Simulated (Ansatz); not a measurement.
# BFH4OSi2: geometry optimisation

Aim: relax BFH4OSi2 at this level.

Method: RHF/def2-SVPD; program: Ansatz 0.2.0.

1 further run of the same task is left out (set aside as unsound or not needed).

## Step 1: Where the work starts

SMILES `FB1O[SiH2][SiH2]1`, 9 atoms, charge 0, spin multiplicity 1.

Atoms are counted from 1 here; the program's logs count them from 0.

Bond lengths: F1–B2 1.339 Å, B2–O3 1.368 Å, B2–Si5 2.065 Å, O3–Si4 1.770 Å, Si4–Si5 2.347 Å, Si4–H6 1.501 Å, Si4–H7 1.501 Å, Si5–H8 1.502 Å, Si5–H9 1.502 Å. Angles: F1–B2–O3 120.9°, F1–B2–Si5 134.2°, O3–B2–Si5 104.9°, B2–O3–Si4 104.1°, O3–Si4–Si5 82.7°, O3–Si4–H6 107.8°, O3–Si4–H7 107.9°, Si5–Si4–H6 121.3°, Si5–Si4–H7 121.4°, H6–Si4–H7 109.9°, B2–Si5–Si4 68.3°, B2–Si5–H8 118.4°, B2–Si5–H9 118.8°, Si4–Si5–H8 117.3°, Si4–Si5–H9 117.7°, H8–Si5–H9 110.7°.

Geometry (Å):

```xyz
9
charge 0, multiplicity 1
F    -1.27652   -2.02680    1.32088
B    -0.63009   -0.99573    0.76207
O    -0.12849    0.01860    1.53129
Si    0.60935    1.12177    0.36007
Si   -0.14051   -0.48510   -1.17779
H    -0.07189    2.45304    0.49099
H     2.06419    1.25483    0.70527
H     0.90250   -1.29841   -1.88934
H    -1.24014   -0.08850   -2.12054
```

## Step 2: Relaxation

input.yaml reads:

```yaml
crystal:
  periodic: [false, false, false]
  atoms:
    - { symbol: F, position_ang: [-1.276517, -2.026804, 1.32088] }
    - { symbol: B, position_ang: [-0.630094, -0.995726, 0.762072] }
    - { symbol: O, position_ang: [-0.128488, 0.018604, 1.531285] }
    - { symbol: Si, position_ang: [0.609348, 1.121768, 0.360074] }
    - { symbol: Si, position_ang: [-0.140511, -0.485103, -1.17779] }
    - { symbol: H, position_ang: [-0.071889, 2.453041, 0.490994] }
    - { symbol: H, position_ang: [2.064191, 1.254832, 0.705269] }
    - { symbol: H, position_ang: [0.9025, -1.298411, -1.889344] }
    - { symbol: H, position_ang: [-1.240141, -0.088501, -2.12054] }
basis:
  gaussian: { orbitals: def2-SVPD }
hamiltonian:
  xc: hf
output:
  forces: true
relax:
  f_tol: 0.003
  max_steps: 120
```

Started as:

```console
ansatz run input.yaml --threads 1 --pin off --max-ram 2560MiB --backend cpu --events-out ev --progress --plain --runs-dir out
```

Q: Predict the outcome of this session. Wanted: energy gained; root mean square move; dipole moment.

The runs gave:

| quantity | value |
| --- | --- |
| energy gained | 0.0827 eV |
| root mean square move | 0.027 Å |
| dipole moment | 2.55 D |

Bond lengths: F1–B2 1.316 Å, B2–O3 1.347 Å, B2–Si5 2.075 Å, O3–Si4 1.722 Å, Si4–Si5 2.359 Å, Si4–H6 1.477 Å, Si4–H7 1.477 Å, Si5–H8 1.481 Å, Si5–H9 1.481 Å. Angles: F1–B2–O3 121.3°, F1–B2–Si5 136.1°, O3–B2–Si5 102.6°, B2–O3–Si4 107.8°, O3–Si4–Si5 81.6°, O3–Si4–H6 109.3°, O3–Si4–H7 109.3°, Si5–Si4–H6 121.0°, Si5–Si4–H7 121.0°, H6–Si4–H7 109.6°, B2–Si5–Si4 68.0°, B2–Si5–H8 118.2°, B2–Si5–H9 118.2°, Si4–Si5–H8 118.3°, Si4–Si5–H9 118.3°, H8–Si5–H9 110.4°. No frequencies were computed here.
